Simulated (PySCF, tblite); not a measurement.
# C₅H₁₂N₂OSi: geometry, infrared bands, NMR shifts, electronic excitations and core binding energies, part 1 of 3

Aim: predict the infrared bands, NMR shifts, electronic excitations and core binding energies of C₅H₁₂N₂OSi (`CC(=O)N[C@@H]1CN[SiH2]C1`).

Programs: tblite 0.8.0 and PySCF 2.14.0, with density-fitted response routines of our own. Each step states its level of theory. These are calculated values for one molecule in the gas phase, unless marked as measured. Atoms are numbered from 0 throughout.

### 1 Starting geometry

21 atoms, charge 0, multiplicity 1; geometry from: force field or distance geometry start.

Bonds of the start (Å): C0–C1 1.51, C1–O2 1.24, C1–N3 1.37, N3–C4 1.47, C4–C5 1.56, C5–N6 1.48, N6–Si7 1.74, Si7–C8 1.90, C8–C4 1.54, C0–H9 1.09, C0–H10 1.09, C0–H11 1.08, N3–H12 1.00, C4–H13 1.09, C5–H14 1.09, C5–H15 1.10, N6–H16 1.01, Si7–H17 1.48, Si7–H18 1.47, C8–H19 1.10, C8–H20 1.10.

### 2 Relaxing the molecule with GFN2-xTB

The job: settings as JSON, then the geometry in Å.

```
{"job": {"kind": "relax", "xc": "GFN2-xTB", "basis": "xTB"}, "charge": 0, "multiplicity": 1}
C      3.262200    -0.149000    -0.323800
C      1.997300    -0.798800     0.181700
O      2.035100    -1.691100     1.043900
N      0.846900    -0.289800    -0.361800
C     -0.480200    -0.772100     0.044900
C     -1.512100    -0.526200    -1.104600
N     -1.881500     0.909600    -1.048800
Si    -1.877500     1.516300     0.585500
C     -0.985700    -0.011200     1.285800
H      3.129100     0.162700    -1.360400
H      3.474200     0.728400     0.289500
H      4.081800    -0.856700    -0.264400
H      0.884600     0.482500    -0.991500
H     -0.397300    -1.842000     0.256200
H     -1.099200    -0.764200    -2.084300
H     -2.399900    -1.144400    -0.921400
H     -2.796800     1.044900    -1.464900
H     -3.292800     1.606800     1.021800
H     -1.083700     2.757700     0.618000
H     -0.184600     0.268300     1.983500
H     -1.728700    -0.614700     1.822100
```

Launch:

```sh
> OMP_NUM_THREADS=1 python probes_run.py task.json out
```

The driver reads the jobs from task.json and runs them one after another.

Log:

```text
step      E/eV     max force
  0    -775.34295    2.163
  1    -775.40585    2.036
  2    -775.44940    0.561
  3    -775.47932    0.497
  4    -775.50856    0.594
  5    -775.52524    0.400
  6    -775.54907    0.341
  7    -775.57042    0.563
  8    -775.58536    0.444
  9    -775.59362    0.215
 10    -775.60090    0.282
 11    -775.60849    0.300
 12    -775.61542    0.323
 13    -775.62065    0.190
 14    -775.62416    0.191
 15    -775.62692    0.196
 16    -775.62893    0.132
 17    -775.63042    0.081
 18    -775.63146    0.107
 19    -775.63228    0.100
 20    -775.63298    0.058
 21    -775.63365    0.060
 22    -775.63439    0.090
 23    -775.63534    0.107
 24    -775.63647    0.084
 25    -775.63765    0.086
 26    -775.63880    0.082
 27    -775.63995    0.095
 28    -775.64111    0.084
 29    -775.64226    0.082
 30    -775.64337    0.090
 31    -775.64442    0.082
 32    -775.64546    0.076
 33    -775.64664    0.086
 34    -775.64811    0.094
 35    -775.64993    0.109
 36    -775.65188    0.122
 37    -775.65356    0.116
 38    -775.65475    0.083
 39    -775.65566    0.073
 40    -775.65660    0.067
 41    -775.65760    0.101
 42    -775.65855    0.098
 43    -775.65932    0.094
 44    -775.65979    0.163
 45    -775.66049    0.060
 46    -775.66120    0.043
 47    -775.66196    0.049
 48    -775.66249    0.054
 49    -775.66298    0.060
 50    -775.66346    0.054
 51    -775.66389    0.046
 52    -775.66417    0.046
 53    -775.66437    0.030
 54    -775.66453    0.034
 55    -775.66469    0.034
 56    -775.66485    0.037
 57    -775.66505    0.046
 58    -775.66531    0.044
 59    -775.66561    0.041
 60    -775.66591    0.053
 61    -775.66613    0.032
 62    -775.66632    0.034
 63    -775.66654    0.041
 64    -775.66681    0.050
 65    -775.66703    0.039
 66    -775.66723    0.038
 67    -775.66744    0.038
 68    -775.66774    0.059
 69    -775.66809    0.062
 70    -775.66841    0.042
 71    -775.66863    0.042
 72    -775.66882    0.031
 73    -775.66901    0.043
 74    -775.66923    0.039
 75    -775.66941    0.027
 76    -775.66951    0.026
 77    -775.66961    0.025
 78    -775.66970    0.023
 79    -775.66979    0.021
 80    -775.66986    0.020
 81    -775.66992    0.021
 82    -775.66999    0.022
 83    -775.67005    0.022
 84    -775.67013    0.021
 85    -775.67020    0.019
 86    -775.67027    0.021
 87    -775.67033    0.021
 88    -775.67039    0.022
 89    -775.67045    0.021
 90    -775.67053    0.019
 91    -775.67062    0.021
 92    -775.67071    0.021
 93    -775.67078    0.021
 94    -775.67085    0.019
 95    -775.67093    0.021
 96    -775.67101    0.018
 97    -775.67108    0.018
 98    -775.67113    0.019
 99    -775.67118    0.016
100    -775.67122    0.014
101    -775.67126    0.015
102    -775.67132    0.017
103    -775.67139    0.021
104    -775.67146    0.025
105    -775.67154    0.024
106    -775.67164    0.022
107    -775.67178    0.026
108    -775.67198    0.034
109    -775.67217    0.039
110    -775.67235    0.029
111    -775.67250    0.026
112    -775.67264    0.032
113    -775.67278    0.048
114    -775.67290    0.028
115    -775.67301    0.019
116    -775.67306    0.017
117    -775.67313    0.015
118    -775.67316    0.014
119    -775.67318    0.007
```

It took 3.2 s on 1 thread of AMD EPYC, shared host; peak memory 0.18 GiB.

The steps of the relaxation: (not every step is listed)

| step | energy from step 0 (eV) | largest force (eV/Å) |
| --- | --- | --- |
| 0 | 0.0000 | 2.1631 |
| 1 | -0.0629 | 2.0364 |
| 2 | -0.1064 | 0.5606 |
| 3 | -0.1364 | 0.4974 |
| 4 | -0.1656 | 0.5944 |
| 5 | -0.1823 | 0.3997 |
| 6 | -0.2061 | 0.3408 |
| 7 | -0.2275 | 0.5631 |
| 8 | -0.2424 | 0.4441 |
| 18 | -0.2885 | 0.1072 |
| 28 | -0.2982 | 0.0845 |
| 38 | -0.3118 | 0.0826 |
| 48 | -0.3195 | 0.0543 |
| 58 | -0.3224 | 0.0443 |
| 68 | -0.3248 | 0.0589 |
| 78 | -0.3268 | 0.0226 |
| 88 | -0.3274 | 0.0224 |
| 98 | -0.3282 | 0.0187 |
| 108 | -0.3290 | 0.0337 |
| 114 | -0.3300 | 0.0285 |
| 115 | -0.3301 | 0.0193 |
| 116 | -0.3301 | 0.0173 |
| 117 | -0.3302 | 0.0149 |
| 118 | -0.3302 | 0.0136 |
| 119 | -0.3302 | 0.0067 |

Close pairs (by a distance rule), those that changed most:

| bond | before (Å) | after (Å) | change (Å) |
| --- | --- | --- | --- |
| C5–N6 | 1.484 | 1.451 | -0.033 |
| C4–C5 | 1.564 | 1.532 | -0.032 |
| C1–O2 | 1.241 | 1.213 | -0.029 |
| N6–Si7 | 1.743 | 1.719 | -0.025 |
| N3–C4 | 1.469 | 1.446 | -0.024 |
| C1–N3 | 1.370 | 1.351 | -0.020 |
| Si7–H17 | 1.484 | 1.467 | -0.017 |
| C8–H19 | 1.098 | 1.087 | -0.011 |

The next job starts from the end point, and lists it.

### 3 Infrared spectrum with GFN2-xTB

The job: settings as JSON, then the geometry in Å.

```
{"job": {"kind": "ir", "xc": "GFN2-xTB", "basis": "xTB"}, "charge": 0, "multiplicity": 1}
C      3.191261    -0.136447    -0.440216
C      1.957367    -0.927012    -0.048663
O      1.984251    -2.096839     0.269212
N      0.819413    -0.200405    -0.089887
C     -0.485628    -0.737553     0.224345
C     -1.408523    -0.592396    -0.989753
N     -1.813913     0.800126    -1.024077
Si    -1.945288     1.533475     0.524559
C     -1.118856     0.048303     1.375574
H      3.129924     0.141825    -1.490278
H      3.269489     0.767774     0.158708
H      4.073754    -0.750264    -0.286414
H      0.840373     0.764829    -0.377885
H     -0.324331    -1.790098     0.475164
H     -0.875123    -0.853491    -1.909226
H     -2.266144    -1.270065    -0.887750
H     -2.358312     1.052733    -1.831366
H     -3.299516     1.771997     1.034349
H     -1.152576     2.767468     0.530399
H     -0.364998     0.297634     2.118372
H     -1.861545    -0.574649     1.871659
```

Log:

```text
mode    cm-1     km/mol
  1      29.2      5.59
  2      68.1      2.35
  3      78.1      1.42
  4      88.2      4.58
  5     145.1      6.26
  6     198.3      5.18
  7     291.5      1.71
  8     364.8     30.23
  9     416.3      7.96
 10     426.2     27.67
 11     465.4      0.69
 12     484.3     94.35
 13     519.6     71.95
 14     535.7     44.05
 15     588.2      0.23
 16     603.7     15.93
 17     654.8    146.91
 18     684.1      3.68
 19     757.2     57.92
 20     795.4     79.30
 21     808.4    211.27
 22     858.8    177.96
 23     922.3      6.22
 24     928.5     21.65
 25     987.7      4.10
 26     991.7     26.29
 27    1001.3     24.40
 28    1041.5      3.60
 29    1070.6     12.76
 30    1129.5     10.31
 31    1140.7     24.40
 32    1184.6     27.08
 33    1190.5     56.21
 34    1223.7     33.54
 35    1246.7     45.55
 36    1281.8     18.50
 37    1292.9     44.62
 38    1348.8     20.36
 39    1370.6     24.65
 40    1427.5    326.44
 41    1460.8      4.64
 42    1472.6      7.94
 43    1479.4      4.11
 44    1493.5      0.87
 45    1750.3    544.16
 46    2214.0    506.72
 47    2240.6    203.33
 48    2878.1     66.78
 49    2941.5     52.11
 50    2957.9     15.81
 51    2999.9     48.04
 52    3023.7     22.28
 53    3025.5     17.29
 54    3031.6     16.81
 55    3066.8      9.66
 56    3461.6      4.11
 57    3484.9      2.19
```

Run time: 2.7 s. Hardware: 1 thread of AMD EPYC, shared host; peak memory 0.18 GiB.

Which atoms move in the most intense modes:

| cm⁻¹ | km/mol | atoms |
| --- | --- | --- |
| 484 | 94.3 | H12 41 %, N3 24 % |
| 655 | 146.9 | H18 35 %, H17 29 % |
| 808 | 211.3 | H17 43 %, H18 42 % |
| 859 | 178.0 | N6 36 %, Si7 31 % |
| 1428 | 326.4 | N3 38 %, H12 21 %, C1 20 %, H13 10 % |
| 1750 | 544.2 | C1 65 %, O2 32 % |
| 2214 | 506.7 | H17 49 %, H18 46 % |
| 2241 | 203.3 | H18 50 %, H17 47 % |

### 4 Optimising the geometry at PBE0-D3(BJ)/def2-SVP

The job: settings as JSON, then the geometry in Å.

```
{"job": {"xc": "PBE0", "basis": "def2-SVP", "d3": "d3bj", "grid": 1, "shake": 0.01, "kind": "geom"}, "charge": 0, "multiplicity": 1}
C      3.211670    -0.162000    -0.436040
C      1.951690    -0.931540    -0.050820
O      1.964050    -2.099160     0.260560
N      0.852640    -0.198150    -0.093410
C     -0.488440    -0.744230     0.213790
C     -1.412430    -0.587580    -0.992140
N     -1.804340     0.798130    -1.023830
Si    -1.929830     1.538930     0.519510
C     -1.120680     0.053710     1.394920
H      3.127230     0.139390    -1.480250
H      3.260620     0.764860     0.167530
H      4.079560    -0.749350    -0.279710
H      0.812090     0.775040    -0.387480
H     -0.341020    -1.787330     0.482170
H     -0.879570    -0.864260    -1.908960
H     -2.266670    -1.256010    -0.880280
H     -2.356370     1.063850    -1.833420
H     -3.308770     1.777840     1.040170
H     -1.154720     2.759640     0.532690
H     -0.389940     0.304540     2.123290
H     -1.877930    -0.574040     1.862020
```

Log:

```text
step   0  E = -671.09740188  max force = 0.060763
step   1  E = -671.10551803  max force = 0.010894
step   2  E = -671.10608813  max force = 0.005167
step   3  E = -671.10610932  max force = 0.005598
step   4  E = -671.10631894  max force = 0.001511
step   5  E = -671.10638526  max force = 0.001458
step   6  E = -671.10648428  max force = 0.002167
step   7  E = -671.10663223  max force = 0.001273
step   8  E = -671.10674083  max force = 0.000782
step   9  E = -671.10681261  max force = 0.001406
step  10  E = -671.10687009  max force = 0.002085
step  11  E = -671.10683611  max force = 0.002781
step  12  E = -671.10703514  max force = 0.001572
step  13  E = -671.10711559  max force = 0.000861
step  14  E = -671.10716288  max force = 0.000931
step  15  E = -671.10718561  max force = 0.000574
step  16  E = -671.10719604  max force = 0.000198
optimisation converged
```

It took 12 min on 1 thread of AMD EPYC, shared host; peak memory 0.91 GiB.

Step by step:

| step | energy from step 0 (eV) | largest force component (eV/Å) |
| --- | --- | --- |
| 0 | 0.0000 | 3.1246 |
| 1 | -0.2209 | 0.5602 |
| 2 | -0.2364 | 0.2657 |
| 3 | -0.2369 | 0.2879 |
| 4 | -0.2426 | 0.0777 |
| 5 | -0.2445 | 0.0750 |
| 6 | -0.2471 | 0.1114 |
| 7 | -0.2512 | 0.0655 |
| 8 | -0.2541 | 0.0402 |
| 9 | -0.2561 | 0.0723 |
| 10 | -0.2576 | 0.1072 |
| 11 | -0.2567 | 0.1430 |
| 12 | -0.2621 | 0.0808 |
| 13 | -0.2643 | 0.0443 |
| 14 | -0.2656 | 0.0479 |
| 15 | -0.2662 | 0.0295 |
| 16 | -0.2665 | 0.0102 |

Close pairs (by a distance rule), those that changed most:

| bond | before (Å) | after (Å) | change (Å) |
| --- | --- | --- | --- |
| Si7–H18 | 1.446 | 1.497 | +0.051 |
| C1–N3 | 1.322 | 1.361 | +0.039 |
| C8–H19 | 1.062 | 1.099 | +0.037 |
| C0–H11 | 1.060 | 1.096 | +0.036 |
| N6–Si7 | 1.717 | 1.750 | +0.033 |
| N3–C4 | 1.480 | 1.448 | -0.033 |
| C5–H15 | 1.090 | 1.109 | +0.018 |
| C4–C8 | 1.559 | 1.543 | -0.016 |

The end geometry stands in the next job.

| at the end point | value |
| --- | --- |
| point group (found at 0.08 Å tolerance) | C1 |
| rotational constants (GHz, main isotopes) | 2.615, 0.816, 0.806 |
| dipole moment (D) | 3.65 |

(Continued in part 2 of 3.)
